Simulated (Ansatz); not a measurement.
# Ta: the cost of one run

Method: DFT PBEsol, scalar-relativistic, plane waves, PAW, in Ansatz 0.2.0.

3 further runs of the same task are left out: 3 set aside as unsound or not needed.

## 1. The system as given

It takes space group Fm-3m (No. 225, cubic). The conventional cell has a = 4.179 Å, b = 4.179 Å, c = 4.179 Å, α = 90.00°, β = 90.00°, γ = 90.00°. Ta (site symmetry m-3m) has 12 Ta at 2.95 Å as nearest neighbours.

Coordinates:

```
Ta
1.0
     0.00000    2.08928    2.08928
     2.08928    0.00000    2.08928
     2.08928    2.08928    0.00000
Ta
1
Direct
  0.00000 0.00000 0.00000
```

It is the result of an earlier relaxation at this level (volume 18.24 Å³/atom; gap on the mesh: none (metal)).

## 2. Phonons at rest

input.yaml reads:

```yaml
crystal:
  lattice:
    - [0.0, 2.0892757308, 2.0892757308]
    - [2.0892757308, 0.0, 2.0892757308]
    - [2.0892757308, 2.0892757308, 0.0]
  atoms:
    - { symbol: Ta, position: [0.0, 0.0, 0.0] }
basis:
  ecutwfc: 420
kpoints:
  mp_grid: { grid: [20, 20, 20] }
hamiltonian:
  xc: pbesol
scf:
  occupations: { method: fermi_dirac, width: 0.15 }
output:
  eigenvalues: true
phonons:
  method: dfpt
  eigenvectors: true
  qmesh: [2, 2, 2]
  temperatures: { t_max: 1000, t_step: 100 }
  qpath:
    path:
      - [[0.0, 0.0, 0.0], [0.5, 0.0, 0.5], [0.625, 0.25, 0.625]]
      - [[0.375, 0.375, 0.75], [0.0, 0.0, 0.0], [0.5, 0.5, 0.5], [0.5, 0.25, 0.75], [0.5, 0.0, 0.5]]
    npoints: 8
```

Launch:

```
> ansatz run input.yaml --threads 1 --pin off --max-ram 3072MiB --backend cpu --events-out ev --progress --plain --runs-dir out
```

**Question.** How long does this run take on 1 thread of Arm Neoverse V1, shared host, and how much memory does it need?

About 88 s, with a peak of 1.2 GiB.
